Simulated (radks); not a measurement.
# Shell filling in a hard-walled sphere of radius 1.71 bohr*, with a point charge of +1 at the centre, N = 16 to 20

Which level does each new electron take in a hard-walled sphere of radius 1.71 bohr*, with a point charge of +1 at the centre, and at which counts is the dot hardest to charge further? Each count tries a few candidate levels and keeps the lowest.

Method: non-relativistic spin-polarised Kohn-Sham, LDA (Slater exchange, Perdew-Wang correlation), spherically averaged shells; computed with radks, version 2.

### 1 What is given

```
well                     : a hard-walled sphere of radius 1.71 bohr*, with a point charge of +1 at the centre
functional               : LDA (Slater exchange, Perdew-Wang correlation)
levels                   : named by radial order: 1s, 1p, 1d, 2s, 1f and so on
units                    : effective atomic units, hartree* and bohr*
configuration carried in : 1s2 1p6 1d(up 5, down 2) (N = 15, energy 130.989134)
```

Further steps of the session: N = 16; 17 electrons; Electron number 18; Electron number 19; N = 20.

What does the calculation give? Wanted: closed shells at N; largest addition energy; most unpaired electrons; polarisability at N = 18; configuration at N = 20.

The runs gave:

```
                quantity                                      value
      closed shells at N                                  18 and 20
 largest addition energy  2.00 hartree* at N = 18 (of N = 16 to 19)
 most unpaired electrons                                2 at N = 16
polarisability at N = 18                               1.474 bohr*³
 configuration at N = 20                           1s2 1p6 1d10 2s2
```

Shells close at N = 18 and 20; the largest second difference falls on N = 18. The largest moment in range is 2, first at N = 16: exchange favours parallel spins in open shells. The model keeps every shell spherical, so real clusters and dots, which can deform, may order levels otherwise.
